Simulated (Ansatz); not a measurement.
**C₃HBr (SMILES BrC1=C=C1): single points off equilibrium**

One table from this session's results is given with a row withheld; the runs are named, their logs left out.

The runs use Ansatz 0.2.0, Gaussian basis; single points in def2-TZVPP.

Correlated methods freeze the cores. Filled d shells of the heavier atoms are correlated.

### The starting structure

5 atoms, charge 0, spin multiplicity 1.

Atoms are counted from 1 here; the program's logs count them from 0.

Bond lengths: Br1–C2 1.672 Å, C2–C3 1.444 Å, C2–C4 1.460 Å, C3–C4 1.484 Å, C4–H5 1.075 Å. Angles: Br1–C2–C3 158.2°, Br1–C2–C4 139.7°, C3–C2–C4 61.5°, C2–C3–C4 59.8°, C2–C4–C3 58.8°, C2–C4–H5 147.0°, C3–C4–H5 150.7°.

Coordinates:

```
Br   -1.9775    0.1726    0.8535
C    -0.5949    0.2244   -0.0851
C     0.2823    0.6291   -1.1590
C     0.8132   -0.1548   -0.0163
H     1.5495   -0.8146    0.4060
```

The first run:

File run/in.yaml:

```yaml
crystal:
  periodic: [false, false, false]
  atoms:
    - {symbol: Br, position_ang: [-1.977500, 0.172600, 0.853500]}
    - {symbol: C, position_ang: [-0.594900, 0.224400, -0.085100]}
    - {symbol: C, position_ang: [0.282300, 0.629100, -1.159000]}
    - {symbol: C, position_ang: [0.813200, -0.154800, -0.016300]}
    - {symbol: H, position_ang: [1.549500, -0.814600, 0.406000]}
basis:
  gaussian: {orbitals: def2-TZVPP}
correlation: {method: ccsd_t}
output: {forces: true}
```

No record of the launch command was kept for these runs.

Among the steps run: CCSD(T)/def2-TZVPP; PBE0-D4/def2-TZVPP; wB97M-V/def2-TZVPP; r2SCAN-D4/def2-TZVPP; PBE-D4/def2-TZVPP; BHLYP-D4/def2-TZVPP; SPW92/def2-TZVPP.

One table of the session follows, with a row left open; its other results are not shown here.

```
   method  RMS force component (eV/Å)  angle to CCSD(T) forces (°)  dipole (D)
  CCSD(T)                       3.300                    reference        3.46
  PBE0-D4                       3.452                          5.3        3.55
  wB97M-V                       3.555                          4.7        3.53
r2SCAN-D4                       3.339                          3.6        3.58
   PBE-D4                       3.194                          2.3        3.59
 BHLYP-D4                           ?                            ?           ?
    SPW92                       3.243                          7.5        3.67
```

Estimate the missing values for BHLYP-D4.

The run gave: RMS force component (eV/Å): 3.771; angle to CCSD(T) forces (°): 7.6; dipole (D): 3.51. In the column «RMS force component (eV/Å)» it is the highest.
